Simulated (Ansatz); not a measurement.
# GaTe3O2: the cost of one run

Program: Ansatz 0.2.0. Level of theory: DFT PBE, scalar-relativistic, plane waves, PAW. These are calculated values, not measurements.

### 1 The structure to begin with

The structure is hexagonal, space group P6/mmm (No. 191). The conventional cell has a = 5.227 Å, b = 5.227 Å, c = 7.090 Å, α = 90.00°, β = 90.00°, γ = 120.00°. Around Ga (site symmetry 6/mmm) lie 6 O at 3.02 Å. Around Te (site symmetry mmm) lie 4 Te at 2.61 Å. O (site symmetry -6m2) has 3 O at 3.02 Å and 3 Ga at 3.02 Å in its first shell of neighbours.

Structure file:

```cif
data_structure
_symmetry_space_group_name_H-M 'P 1'
_symmetry_Int_Tables_number 1
_cell_length_a 5.2268
_cell_length_b 5.2268
_cell_length_c 7.0895
_cell_angle_alpha 90.000
_cell_angle_beta 90.000
_cell_angle_gamma 120.000
_cell_volume 167.73
loop_
_atom_site_label
_atom_site_type_symbol
_atom_site_fract_x
_atom_site_fract_y
_atom_site_fract_z
_atom_site_occupancy
Ga1 Ga 0.00000 0.00000 0.00000 1
Te1 Te 0.50000 0.00000 0.50000 1
Te2 Te 0.00000 0.50000 0.50000 1
Te3 Te 0.50000 0.50000 0.50000 1
O1 O 0.33333 0.66667 0.00000 1
O2 O 0.66667 0.33333 0.00000 1
```

A structure generator made this guess: random cell by space group and Wyckoff sites (P6/mmm, No. 191). Lengths come from tabulated atomic sizes and are only a guess.

### 2 A first look at the guess

input.yaml

```yaml
crystal:
  lattice:
    - [5.2267794, 0.0, 0.0]
    - [-2.6133897, 4.52652374, 0.0]
    - [0.0, 0.0, 7.089507]
  atoms:
    - { symbol: Ga, position: [0.0, 0.0, 0.0] }
    - { symbol: Te, position: [0.5, 0.0, 0.5] }
    - { symbol: Te, position: [0.0, 0.5, 0.5] }
    - { symbol: Te, position: [0.5, 0.5, 0.5] }
    - { symbol: O, position: [0.33333333, 0.66666667, 0.0] }
    - { symbol: O, position: [0.66666667, 0.33333333, 0.0] }
basis:
  ecutwfc: 420
kpoints:
  mp_grid: { grid: [6, 6, 4] }
hamiltonian:
  xc: pbe
scf:
  occupations: { method: gaussian, width: 0.1 }
  lower_state_search: "off"
output:
  forces: true
  stress: true
  eigenvalues: true
```

The run is started by

```sh
$ ansatz run input.yaml --threads 1 --pin off --max-ram 2560MiB --backend cpu --events-out ev --progress --plain --runs-dir out
```

Q: Estimate wall time and peak memory on 1 thread of Intel Xeon at 2.50GHz (Skylake/Cascade Lake), shared host.

About 20 s, with a peak of 0.49 GiB.
